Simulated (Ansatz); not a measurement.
# InGa7N8: the cost of one run

Program: Ansatz 0.2.0. Level of theory: DFT PBEsol, scalar-relativistic, plane waves, PAW. These are calculated values, not measurements.

That is the level of the relaxation; later steps name their own.

2 further runs of the same task are left out: 2 set aside as unsound or not needed.

## 1. Starting point

The structure is monoclinic, space group Cm (No. 8). Conventional cell: a = 11.178 Å, b = 6.456 Å, c = 10.506 Å, α = 90.00°, β = 90.07°, γ = 90.00°. In (site symmetry m) is surrounded by 4 N at 2.09 to 2.11 Å. Ga (site symmetry m) is surrounded by 4 N at 1.95 to 1.98 Å. Ga (site symmetry 1) has 4 N at 1.93 to 1.97 Å as nearest neighbours. Ga (site symmetry 1) is surrounded by 4 N at 1.95 to 1.98 Å. Around Ga (site symmetry m) lie 4 N at 1.93 to 1.99 Å. Ga (site symmetry m) has 4 N at 1.96 to 1.97 Å as nearest neighbours. In (site symmetry m) has 4 N at 2.08 to 2.12 Å as nearest neighbours. Around Ga (site symmetry m) lie 4 N at 1.96 to 1.98 Å. Only part of the 24 independent sites is listed.

As a file:

```cif
data_structure
_symmetry_space_group_name_H-M 'Cm'
_symmetry_Int_Tables_number 8
_cell_length_a 11.1779
_cell_length_b 6.4559
_cell_length_c 10.5064
_cell_angle_alpha 90.000
_cell_angle_beta 90.065
_cell_angle_gamma 90.000
_cell_volume 758.18
loop_
_atom_site_label
_atom_site_type_symbol
_atom_site_symmetry_multiplicity
_atom_site_Wyckoff_symbol
_atom_site_fract_x
_atom_site_fract_y
_atom_site_fract_z
_atom_site_occupancy
In1 In 2 a 0.66565 0.00000 0.49767 1
Ga1 Ga 2 a 0.66460 0.00000 0.00331 1
Ga2 Ga 4 b 0.41802 0.75094 0.49537 1
Ga3 Ga 4 b 0.41658 0.75329 0.00352 1
Ga4 Ga 2 a 0.66586 0.50000 0.49913 1
Ga5 Ga 2 a 0.66705 0.50000 0.99881 1
In2 In 2 a 0.83636 0.00000 0.75428 1
Ga6 Ga 2 a 0.83484 0.00000 0.24627 1
Ga7 Ga 4 b 0.58223 0.74911 0.75272 1
Ga8 Ga 4 b 0.58290 0.74660 0.24670 1
Ga9 Ga 2 a 0.83443 0.50000 0.74747 1
Ga10 Ga 2 a 0.83252 0.50000 0.25000 1
N1 N 2 a 0.65732 0.00000 0.69850 1
N2 N 2 a 0.66572 0.00000 0.19073 1
N3 N 4 b 0.42215 0.76457 0.68141 1
N4 N 4 b 0.41642 0.75283 0.18879 1
N5 N 2 a 0.66634 0.50000 0.68845 1
N6 N 2 a 0.66760 0.50000 0.18491 1
N7 N 2 a 0.83325 0.00000 0.95588 1
N8 N 2 a 0.84337 0.00000 0.43246 1
N9 N 4 b 0.58220 0.74916 0.94023 1
N10 N 4 b 0.57917 0.73360 0.43085 1
N11 N 2 a 0.83340 0.50000 0.93614 1
N12 N 2 a 0.83235 0.50000 0.43682 1
```

This cell was relaxed beforehand with the same method: volume 11.85 Å³/atom, gap on the mesh 1.41 eV.

## 2. Band edges over the whole zone

The input, input.yaml:

```yaml
crystal:
  lattice:
    - [6.4541380781, 0.0010049884, -0.0031926063]
    - [-3.2279393846, -5.5909550179, 0.0]
    - [0.0051865301, -0.0029944446, -10.5064317598]
  atoms:
    - { symbol: In, position: [0.8313032825, 0.1656516413, 0.5023339457] }
    - { symbol: Ga, position: [0.8292017441, 0.1646008721, -0.0033122741] }
    - { symbol: Ga, position: [0.3360376854, 0.1670751354, 0.504631923] }
    - { symbol: Ga, position: [0.3331612512, 0.1632924635, -0.0035203677] }
    - { symbol: Ga, position: [0.8317142507, 0.6658571253, 0.5008662724] }
    - { symbol: Ga, position: [0.8341030499, 0.6670515249, 0.001194908] }
    - { symbol: Ga, position: [0.3360376854, 0.66896255, 0.504631923] }
    - { symbol: Ga, position: [0.3331612512, 0.6698687877, -0.0035203677] }
    - { symbol: In, position: [0.1727222, 0.3363611, 0.2457208663] }
    - { symbol: Ga, position: [0.1696796779, 0.3348398389, 0.7537300317] }
    - { symbol: Ga, position: [0.6644623729, 0.3331245605, 0.2472808656] }
    - { symbol: Ga, position: [0.6658066132, 0.3363020389, 0.7533013308] }
    - { symbol: Ga, position: [0.1688671943, 0.8344335971, 0.2525274892] }
    - { symbol: Ga, position: [0.1650384947, 0.8325192473, 0.749999229] }
    - { symbol: Ga, position: [0.6644623729, 0.8313378124, 0.2472808656] }
    - { symbol: Ga, position: [0.6658066132, 0.8295045742, 0.7533013308] }
    - { symbol: "N", position: [0.814633793, 0.1573168965, 0.3014982445] }
    - { symbol: "N", position: [0.8314439837, 0.1657219919, 0.8092723143] }
    - { symbol: "N", position: [0.3443016279, 0.157579891, 0.3185899049] }
    - { symbol: "N", position: [0.3328308154, 0.1635829621, 0.8112119413] }
    - { symbol: "N", position: [0.83267915, 0.666339575, 0.3115493986] }
    - { symbol: "N", position: [0.835194501, 0.6675972505, 0.8150853666] }
    - { symbol: "N", position: [0.3443016279, 0.686721737, 0.3185899049] }
    - { symbol: "N", position: [0.3328308154, 0.6692478533, 0.8112119413] }
    - { symbol: "N", position: [0.1664949172, 0.3332474586, 0.0441232639] }
    - { symbol: "N", position: [0.1867361493, 0.3433680747, 0.5675399615] }
    - { symbol: "N", position: [0.6644083674, 0.3330459915, 0.0597660673] }
    - { symbol: "N", position: [0.6583348948, 0.3455723038, 0.5691545795] }
    - { symbol: "N", position: [0.1667985186, 0.8333992593, 0.0638582611] }
    - { symbol: "N", position: [0.1647018369, 0.8323509185, 0.5631802321] }
    - { symbol: "N", position: [0.6644083674, 0.8313623759, 0.0597660673] }
    - { symbol: "N", position: [0.6583348948, 0.812762591, 0.5691545795] }
basis:
  ecutwfc: 420
kpoints:
  mp_grid: { grid: [6, 6, 4] }
  band_path: { path: [VBM, CBM], npoints: 2 }
hamiltonian:
  xc: pbesol
scf:
  occupations: { method: gaussian, width: 0.02 }
output:
  forces: true
  stress: true
  eigenvalues: true
```

Run with:

```sh
$ ansatz run input.yaml --threads 8 --pin off --max-ram 22528MiB --backend cpu --events-out ev --progress --plain --runs-dir out
```

Q: Estimate wall time and peak memory on 8 threads of Intel Xeon Platinum 8259CL at 2.50GHz (Skylake/Cascade Lake), shared host.

About 3.7 min, with a peak of 4.9 GiB.
